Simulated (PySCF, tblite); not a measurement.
# C₂H₄F₃NO₄S₂: geometry, infrared bands and NMR shifts

Aim: predict the infrared bands and NMR shifts of C₂H₄F₃NO₄S₂ (`CS(=O)(=O)NS(=O)(=O)C(F)(F)F`).

Programs: tblite 0.8.0 and PySCF 2.14.0, with density-fitted response routines of our own. Each step states its level of theory. These are calculated values for one molecule in the gas phase, unless marked as measured. Atoms are numbered from 0 throughout.

**1. The starting structure**

16 atoms, charge 0, multiplicity 1; geometry from: force field or distance geometry start.

Bonds of the start (Å): C0–S1 1.77, S1–O2 1.45, S1–O3 1.44, S1–N4 1.65, N4–S5 1.66, S5–O6 1.45, S5–O7 1.46, S5–C8 1.88, C8–F9 1.36, C8–F10 1.36, C8–F11 1.36, C0–H12 1.08, C0–H13 1.09, C0–H14 1.11, N4–H15 1.02.

**2. Relaxing the molecule with GFN2-xTB**

The job: settings as JSON, then the geometry in Å.

```
{"job": {"kind": "relax", "xc": "GFN2-xTB", "basis": "xTB"}, "charge": 0, "multiplicity": 1}
C     -2.419700     0.334200    -0.216800
S     -0.867700     0.970700     0.342800
O     -1.088600     1.751800     1.544900
O     -0.134800     1.518400    -0.775300
N     -0.101300    -0.393800     0.879500
S      0.902000    -1.246100    -0.131700
O      0.101100    -1.662700    -1.265200
O      1.470200    -2.261200     0.750600
C      2.270600    -0.056900    -0.644100
F      3.470700    -0.686300    -0.690600
F      2.063600     0.488800    -1.875400
F      2.398900     0.957300     0.257100
H     -2.270000    -0.320700    -1.059200
H     -2.911400    -0.194000     0.601700
H     -3.043400     1.197800    -0.518500
H      0.152100    -0.388300     1.865900
```

Launch:

```
OMP_NUM_THREADS=1 python probes_run.py task.json out
```

One launch serves the whole session: the jobs run in the order shown.

**Question.** This job is followed by: GFN2-xTB harmonic vibrations, gas phase; GIAO PBE0/pcSseg-1 NMR shielding, non-relativistic, gas phase. Predict these results of the whole session: strongest single infrared mode (GFN2-xTB); zero-point energy (GFN2-xTB); ¹³C shifts against TMS (PBE0/pcSseg-1); ¹H shifts against TMS (PBE0/pcSseg-1, means over atoms taken as alike); ³³S shifts against CS2 (PBE0/pcSseg-1); ¹⁷O shifts against H2O (PBE0/pcSseg-1, means over atoms taken as alike); ¹⁵N shifts against NH3 (PBE0/pcSseg-1); ¹⁹F shifts against CFCl3 (PBE0/pcSseg-1, means over atoms taken as alike).

The runs gave:

| quantity | value |
| --- | --- |
| strongest single infrared mode (GFN2-xTB) | 1330 cm⁻¹, 640 km/mol |
| zero-point energy (GFN2-xTB) | 52.7 kcal/mol |
| ¹³C shifts against TMS (PBE0/pcSseg-1) | 131.8, 49.5 ppm |
| ¹H shifts against TMS (PBE0/pcSseg-1, means over atoms taken as alike) | 6.42, 3.45 ppm |
| ³³S shifts against CS2 (PBE0/pcSseg-1) | 303, 286 ppm |
| ¹⁷O shifts against H2O (PBE0/pcSseg-1, means over atoms taken as alike) | 245.7, 210.8 ppm |
| ¹⁵N shifts against NH3 (PBE0/pcSseg-1) | 178.2 ppm |
| ¹⁹F shifts against CFCl3 (PBE0/pcSseg-1, means over atoms taken as alike) | -75.6 ppm |

What this shows: The optimisation took 77 steps and gained 0.394 eV; among the close pairs (by a distance rule), S1–N4 changed most, from 1.654 to 1.708 Å. No mode is imaginary among the 42: a minimum at this level. The strongest single mode, at 1330 cm⁻¹, has its largest shares on S5, O6 and O7 (the list is cut at 3 atoms). Unscaled tight-binding wavenumbers are off by several per cent, some by more. Its intensities can rank the bands wrongly. At PBE0/pcSseg-1: Shielding is most anisotropic at S5 (span 334 ppm, paramagnetic term -835 ppm).
